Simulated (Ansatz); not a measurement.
# CHFGa (quartet): the correlation ladder, cc-pVTZ

How much of the correlation energy of CHFGa (quartet) does each wave-function method recover here?

Computed with Ansatz 0.2.0, Gaussian basis. Level: cc-pVTZ, core rule «outside noble gas», up to 16 orbitals frozen.

Plan: UHF; CCSD(T) on ROHF; CCSD(T) on UHF; BCCD(T) on ROHF; CCSDT(Q) on ROHF; CCSDT(Q) on UHF.

6 further runs of the same task are left out: 1 for a known fault of the program, 5 set aside as unsound or not needed. Runs told in other sessions of the task aren't counted.

## (1) The system

The geometry is a PBE0/def2-TZVP stationary point (not a proven minimum). No spin-orbit coupling is included. The filled d shell of Ga may be among the frozen orbitals whatever the setting's name suggests.

4 atoms, charge 0, spin multiplicity 4.

Atoms are counted from 1 here; the program's logs count them from 0.

Bond lengths: C1–Ga2 1.933 Å, Ga2–F3 1.750 Å, Ga2–H4 1.548 Å. Angles: C1–Ga2–F3 114.3°, C1–Ga2–H4 126.5°, F3–Ga2–H4 119.1°.

## (2) UHF

File in.yaml:

```yaml
crystal:
  periodic: [false, false, false]
  atoms:
    - {symbol: C, position_ang: [0.000000, -0.853315, 1.664130]}
    - {symbol: Ga, position_ang: [0.000000, 0.280570, 0.099192]}
    - {symbol: F, position_ang: [0.000000, -0.587217, -1.420473]}
    - {symbol: H, position_ang: [0.000000, 1.828378, 0.082706]}
basis:
  gaussian: {orbitals: cc-pVTZ}
magnetization: {spin_polarized: true, initial_magnetization: 3}
hamiltonian: {xc: hf}
output: {orbitals: {seedname: orbitals}}
```

The run is started by

```console
> ansatz run in.yaml --threads 1 --pin off --events-out ev --progress --plain --max-ram 2816MiB --backend cpu
```

The runs that follow: CCSD(T) on ROHF; CCSD(T) on UHF; BCCD(T) on ROHF; CCSDT(Q) on ROHF; CCSDT(Q) on UHF.

Q: Predict the results of all the runs planned. Wanted: UCCSDT(Q) from the RHF energy; RMP2 from UCCSDT(Q); UMP2 from UCCSDT(Q); RCCSD from UCCSDT(Q); RCCSD(T) from UCCSDT(Q); UCCSD(T) from UCCSDT(Q); RCCSDT(Q) from UCCSDT(Q); T1 diagnostic.

As calculated:

| quantity | value |
| --- | --- |
| UCCSDT(Q) from the ROHF energy | -11.9180 eV |
| RMP2 from UCCSDT(Q) | +981.5 meV |
| UMP2 from UCCSDT(Q) | +977.3 meV |
| RCCSD from UCCSDT(Q) | +401.1 meV |
| RCCSD(T) from UCCSDT(Q) | +44.5 meV |
| UCCSD(T) from UCCSDT(Q) | +41.0 meV |
| RCCSDT(Q) from UCCSDT(Q) | +6.6 meV |
| levels within 1 kcal/mol (43 meV) | UCCSD(T), BCCD(T), RCCSDT, UCCSDT, RCCSDT(Q) |
| T1 diagnostic | 0.022 |

What this shows: RCCSD(T) misses by +44.5 meV, 0.4 % of the correlation energy. These misses are within one basis, not against nature; the frozen cores of restricted and unrestricted runs differ, which can shift their rows.
